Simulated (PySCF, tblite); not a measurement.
**C4H7FO2: geometry, infrared bands and NMR shifts**

What infrared bands and NMR shifts should C4H7FO2 (`CO[C@@H](C=O)CF`) show?

Programs: tblite 0.8.0 and PySCF 2.14.0, with density-fitted response routines of our own. Each step states its level of theory. These are calculated values for one molecule in the gas phase, unless marked as measured. Atoms are numbered from 0 throughout.

## (1) The starting structure

14 atoms, charge 0, multiplicity 1; geometry from: force field or distance geometry start.

Bonds of the start (Å): C0–O1 1.39, O1–C2 1.36, C2–C3 1.51, C3–O4 1.24, C2–C5 1.53, C5–F6 1.38, C0–H7 1.12, C0–H8 1.12, C0–H9 1.10, C2–H10 1.09, C3–H11 1.09, C5–H12 1.11, C5–H13 1.12.

## (2) Geometry optimisation with GFN2-xTB

What the job is given:

```
{"job": {"kind": "relax", "xc": "GFN2-xTB", "basis": "xTB"}, "charge": 0, "multiplicity": 1}
C      1.949000    -0.262100     0.168000
O      0.734100    -0.549300    -0.437300
C     -0.292700     0.267700    -0.077300
C     -0.989300     0.925700    -1.243200
O     -1.941500     1.678600    -1.012900
C     -1.329700    -0.606800     0.638300
F     -0.685900    -1.129000     1.738300
H      2.325700     0.766500    -0.054800
H      1.952300    -0.388100     1.278300
H      2.700900    -0.962400    -0.224500
H     -0.001300     1.042000     0.626600
H     -0.664300     0.723700    -2.265000
H     -2.245500    -0.056600     0.925300
H     -1.512300    -1.450500    -0.081900
```

Started as:

```console
> OMP_NUM_THREADS=1 python probes_run.py task.json out
```

The driver reads the jobs from task.json and runs them one after another.

**Question.** This job is followed by: GFN2-xTB harmonic vibrations, gas phase; GIAO PBE0/pcSseg-1 NMR shielding, non-relativistic, gas phase. What will the session give for the following? strongest single infrared mode (GFN2-xTB); zero-point energy (GFN2-xTB); 13C shifts against TMS (PBE0/pcSseg-1); 1H shifts against TMS (PBE0/pcSseg-1, means over atoms taken as alike); 17O shifts against H2O (PBE0/pcSseg-1); 19F shifts against CFCl3 (PBE0/pcSseg-1); surface potential, 1st and 99th percentile.

**Answer**, as computed:

| quantity | value |
| --- | --- |
| strongest single infrared mode (GFN2-xTB) | 1801 cm⁻¹, 253 km/mol |
| zero-point energy (GFN2-xTB) | 66.4 kcal/mol |
| 13C shifts against TMS (PBE0/pcSseg-1) | 208.6, 92.0, 91.7, 61.9 ppm |
| 1H shifts against TMS (PBE0/pcSseg-1, means over atoms taken as alike) | 9.87, 5.39, 4.84, 3.96, 3.87 ppm |
| 17O shifts against H2O (PBE0/pcSseg-1) | 699.3, 38.0 ppm |
| 19F shifts against CFCl3 (PBE0/pcSseg-1) | -250.1 ppm |
| surface potential, 1st and 99th percentile | -1.33 V and 1.25 V |

In words: Relaxing lowered the energy by 0.377 eV in 92 steps; the close pair that moved most is O1–C2, from 1.361 to 1.405 Å. All 36 modes are real, so the xTB geometry is a minimum. The strongest single mode, at 1801 cm⁻¹, moves mainly C3 and O4. Unscaled tight-binding wavenumbers are off by several per cent, some by more. Its intensities can rank the bands wrongly. The most deshielded carbon is C3 (aldehyde carbonyl carbon), at 208.6 ppm: the double bond to the heteroatom, with no lone-pair donor beside it, deshields it most. H11 (hydrogen on an aldehyde carbonyl carbon) lies farthest downfield among hydrogen, at 9.87 ppm; the formyl region, downfield of aromatic protons. At PBE0/pcSseg-1: The largest span, 1401 ppm, is at O4, where the paramagnetic term is -760 ppm. At PBE0/pcSseg-1, counted by nearest atom on the grid, the HOMO lies on O4 39 %; O1 18 %, the LUMO on C3 44 %; O4 32 %.
